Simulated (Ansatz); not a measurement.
**Al2Cl2H4O2: small, medium and large basis sets**

The task here is to estimate one member of a computed series from the others.

The runs use Ansatz 0.2.0, Gaussian basis; one geometry, several basis sets.

Levels to be run: PBE0-D4/def2-SVP; ωB97M-V/def2-SVP; PBE0-D4/def2-QZVPP; ωB97M-V/def2-QZVPP; the functionals' def2-TZVPP values are taken from earlier runs.

## Structure used throughout

The geometry comes from an earlier relaxation with PBE0-D4 in a triple-zeta def2 set; it is a stationary point, not always the lowest conformer.

10 atoms, charge 0, spin multiplicity 1.

Atoms are counted from 1 here; the program's logs count them from 0.

Bond lengths: Cl1–Al2 2.109 Å, Al2–O3 1.841 Å, Al2–O6 1.842 Å, Al2–H7 1.569 Å, O3–Al4 1.842 Å, O3–H8 0.958 Å, Al4–Cl5 2.109 Å, Al4–O6 1.841 Å, Al4–H9 1.569 Å, O6–H10 0.958 Å. Angles: Cl1–Al2–O3 112.9°, Cl1–Al2–O6 108.2°, Cl1–Al2–H7 119.2°, O3–Al2–O6 81.1°, O3–Al2–H7 112.6°, O6–Al2–H7 116.8°, Al2–O3–Al4 98.9°, Al2–O3–H8 125.3°, Al4–O3–H8 124.7°, O3–Al4–Cl5 108.2°, O3–Al4–O6 81.1°, O3–Al4–H9 116.8°, Cl5–Al4–O6 112.8°, Cl5–Al4–H9 119.2°, O6–Al4–H9 112.6°, Al2–O6–Al4 98.9°, Al2–O6–H10 124.7°, Al4–O6–H10 125.3°.

As a file:

```mol
Al2Cl2H4O2
  3D, bonds by distance, orders not assigned

 10 10  0  0  0  0  0  0  0  0999 V2000
    0.4910   -1.2976    2.6837 Cl  0  0
    0.9961   -0.6431    0.7439 Al  0  0
   -0.2961   -1.0436   -0.5053 O   0  0
   -0.9962    0.6429   -0.7440 Al  0  0
   -0.4907    1.2979   -2.6835 Cl  0  0
    0.2960    1.0433    0.5052 O   0  0
    2.4501   -0.8879    0.2080 H   0  0
   -0.2122   -1.7015   -1.1961 H   0  0
   -2.4500    0.8883   -0.2077 H   0  0
    0.2121    1.7013    1.1959 H   0  0
  1  2  8  0
  2  3  8  0
  3  4  8  0
  4  5  8  0
  4  6  8  0
  2  7  8  0
  3  8  8  0
  4  9  8  0
  6 10  8  0
  2  6  8  0
M  END
```

The first run:

File in.yaml:

```yaml
crystal:
  periodic: [false, false, false]
  atoms:
    - {symbol: Cl, position_ang: [0.491000, -1.297569, 2.683707]}
    - {symbol: Al, position_ang: [0.996053, -0.643094, 0.743908]}
    - {symbol: O, position_ang: [-0.296116, -1.043573, -0.505297]}
    - {symbol: Al, position_ang: [-0.996204, 0.642853, -0.744036]}
    - {symbol: Cl, position_ang: [-0.490708, 1.297893, -2.683528]}
    - {symbol: O, position_ang: [0.295976, 1.043335, 0.505161]}
    - {symbol: H, position_ang: [2.450079, -0.887940, 0.207997]}
    - {symbol: H, position_ang: [-0.212158, -1.701507, -1.196134]}
    - {symbol: H, position_ang: [-2.449990, 0.888269, -0.207730]}
    - {symbol: H, position_ang: [0.212079, 1.701333, 1.195941]}
basis:
  gaussian: {orbitals: def2-SVP}
hamiltonian: {xc: pbe0, dispersion: d4}
output: {orbitals: {seedname: orbitals}}
```

Among the steps run: PBE0-D4 in def2-SVP; ωB97M-V in def2-SVP; PBE0-D4 in def2-QZVPP; ωB97M-V in def2-QZVPP.

One of the session's tables, all rows but one given; the rest of the session is left out.

It belongs to the step «Functionals by basis». 

| functional | basis | HOMO (eV) |
| --- | --- | --- |
| PBE0-D4 | def2-SVP | -8.56 |
| PBE0-D4 | def2-TZVPP | ? |
| PBE0-D4 | def2-QZVPP | -8.71 |
| ωB97M-V | def2-SVP | -10.73 |
| ωB97M-V | def2-TZVPP | -10.91 |
| ωB97M-V | def2-QZVPP | -10.95 |

**Question.** Estimate the row for PBE0-D4, def2-TZVPP.

**Answer.** HOMO (eV): -8.68. In the column «HOMO (eV)» it lies between PBE0-D4, def2-QZVPP (-8.71) and PBE0-D4, def2-SVP (-8.56).
